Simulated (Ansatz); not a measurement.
I need a rigid torsion scan of CH4BI, SMILES BCI. Use Ansatz's Python interface. Level of theory (for the species named): PBE0, def2-SVP basis, multiplicity 1.

```xyz
7

B    -0.7828    0.1143   -0.4514
C     0.5811    0.0929    0.2511
I     0.8851   -1.8437    1.0622
H    -1.4677   -0.7739   -0.4933
H    -1.1807    1.1559   -0.9948
H     0.6191    0.8647    1.0646
H     1.4072    0.3218   -0.4842
```

The script, `ch4bi_torsion.py`:
```python
"""Rigid torsion scan of CH4BI."""

import ansatz as az
from ase import Atoms

BASIS = "def2-SVP"
FUNCTIONAL = "pbe0"
FORCE_TOL = 0.02
METHOD = "mp2"

atoms = Atoms(["B", "C", "I", "H", "H", "H", "H"], positions=[
    (-0.7828, 0.1143, -0.4514),
    (0.5811, 0.0929, 0.2511),
    (0.8851, -1.8437, 1.0622),
    (-1.4677, -0.7739, -0.4933),
    (-1.1807, 1.1559, -0.9948),
    (0.6191, 0.8647, 1.0646),
    (1.4072, 0.3218, -0.4842),
])

# start the scan from a relaxed geometry
first = (
    az.Crystal.molecule_from_ase(atoms).calculation()
    .basis(gaussian=BASIS)
    .functional(FUNCTIONAL)
    .relax(force_tolerance=FORCE_TOL, max_steps=80)
)
atoms.positions = first.run().report["positions_ang"]

start = atoms.get_dihedral(2, 1, 0, 3)
energies = {}
for turn in range(0, 360, 30):
    turned = atoms.copy()
    turned.set_dihedral(2, 1, 0, 3, start + turn, indices=[0, 3, 4])
    setup = (
        az.Crystal.molecule_from_ase(turned).calculation()
        .basis(gaussian=BASIS)  # atom-centred Gaussian functions
        .correlation(METHOD)
    )
    energies[round((start + turn) % 360)] = setup.run().report["free_energy_ev"]
floor = min(energies.values())
print("dihedral I2-C1-B0-H3 (deg)   E - E(min) (kcal/mol)")
for angle, e in sorted(energies.items()):
    print(f"{angle:8d} {23.060548 * (e - floor):14.3f}  " + "#" * int(30 * (e - floor) / max(max(energies.values()) - floor, 1e-9)))
```

Running `python ch4bi_torsion.py` prints:
```text
dihedral I2-C1-B0-H3 (deg)   E - E(min) (kcal/mol)
      27          0.354  ########
      57          0.998  #######################
      87          1.252  #############################
     117          0.954  ######################
     147          0.875  ####################
     177          1.089  #########################
     207          1.080  #########################
     237          1.122  ##########################
     267          1.273  ##############################
     297          0.914  #####################
     327          0.256  ######
     357          0.000
```

Caveats:
- The scan is rigid and the energies are electronic, in a modest basis. With rigid groups the curve can differ much from the relaxed path, the start wasn't checked as a minimum of this torsion, and equivalent turns needn't return to the same energy.
- def2 sets replace the cores of elements past krypton by effective core potentials.
- The start is relaxed with a density functional and scanned with the wavefunction method, so it isn't exactly that method's minimum.
- Timing: 37 s on 1 thread of Arm Neoverse V1, with other jobs on the host, peak memory 0.22 GiB.

(Lines on the test bed's own set-up are left out of the output.)
